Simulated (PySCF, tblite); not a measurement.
# C₄H₉BS₂: geometry, infrared bands and NMR shifts

What infrared bands and NMR shifts should C₄H₉BS₂ (`C=CSCBSC`) show?

Programs: tblite 0.8.0 and PySCF 2.14.0, with density-fitted response routines of our own. Each step states its level of theory. These are calculated values for one molecule in the gas phase, unless marked as measured. Atoms count from 0, in the outputs and in this text.

### 1 The molecule as given

16 atoms, charge 0, multiplicity 1; geometry from: force field or distance geometry start.

Bonds of the start (Å): C0–C1 1.34, C1–S2 1.81, S2–C3 1.81, C3–B4 1.58, B4–S5 1.86, S5–C6 1.82, C0–H7 1.09, C0–H8 1.10, C1–H9 1.08, C3–H10 1.09, C3–H11 1.13, B4–H12 1.19, C6–H13 1.11, C6–H14 1.12, C6–H15 1.10.

### 2 Optimising the geometry with GFN2-xTB

The job: settings as JSON, then the geometry in Å.

```
{"job": {"kind": "relax", "xc": "GFN2-xTB", "basis": "xTB"}, "charge": 0, "multiplicity": 1}
C     -3.477400     0.673800     0.485300
C     -3.022900    -0.321200    -0.293900
S     -1.251400    -0.236500    -0.664500
C     -0.397300    -0.764200     0.837500
B      1.139100    -0.679500     0.481000
S      2.313700     0.576000     1.187800
C      3.736400     0.687500     0.056200
H     -4.520600     0.736100     0.789100
H     -2.788400     1.461500     0.824900
H     -3.650500    -1.123000    -0.638800
H     -0.728800    -0.088300     1.627800
H     -0.701800    -1.829500     1.038900
H      1.404300    -1.163700    -0.578400
H      4.286500    -0.271500     0.067400
H      3.273400     0.793400    -0.956400
H      4.378400     1.558300     0.259700
```

Started as:

```bash
$ OMP_NUM_THREADS=1 python probes_run.py task.json out
```

One launch serves the whole session: the jobs run in the order shown.

**Question.** This job is followed by: GFN2-xTB harmonic vibrations, gas phase; GIAO PBE0/pcSseg-1 NMR shielding, non-relativistic, gas phase. What will the session give for the following? strongest single infrared mode (GFN2-xTB); zero-point energy (GFN2-xTB); 13C shifts against TMS (PBE0/pcSseg-1); 1H shifts against TMS (PBE0/pcSseg-1, means over atoms taken as alike); 33S shifts against CS2 (PBE0/pcSseg-1); 11B shifts against BF3·OEt2 (PBE0/pcSseg-1); surface potential, 1st and 99th percentile.

As calculated:

```
                                                              quantity                                   value
                             strongest single infrared mode (GFN2-xTB)                   1095 cm⁻¹, 117 km/mol
                                          zero-point energy (GFN2-xTB)                           75.4 kcal/mol
                                13C shifts against TMS (PBE0/pcSseg-1)            144.7, 109.3, 28.0, 22.1 ppm
1H shifts against TMS (PBE0/pcSseg-1, means over atoms taken as alike)  7.26, 6.62, 5.40, 4.94, 2.53, 2.50 ppm
                                33S shifts against CS2 (PBE0/pcSseg-1)                             101, 44 ppm
                           11B shifts against BF3·OEt2 (PBE0/pcSseg-1)                                70.4 ppm
                                 surface potential, 1st and 99th percentile                      -0.98 V and 1.02 V
```

**Reading.** Relaxing lowered the energy by 0.740 eV in 127 steps; the close pair that moved most is B4–S5, from 1.859 to 1.756 Å. All 42 modes are real, so the xTB geometry is a minimum. The strongest single mode, at 1095 cm⁻¹, is spread over several atoms, H11, B4, H12 among them. GFN2-xTB is a fitted tight-binding method: band positions and strengths are rough. Its intensities can rank the bands wrongly. The most deshielded carbon is C1 (alkene CH), at 144.7 ppm: as expected for a trigonal carbon in a double bond. At PBE0/pcSseg-1: The largest span, 463 ppm, is at S5, where the paramagnetic term is -658 ppm. At PBE0/pcSseg-1, counted by nearest atom on the grid, the HOMO lies on S2 55 %; C0 23 %, the LUMO on B4 47 %; S5 18 %.
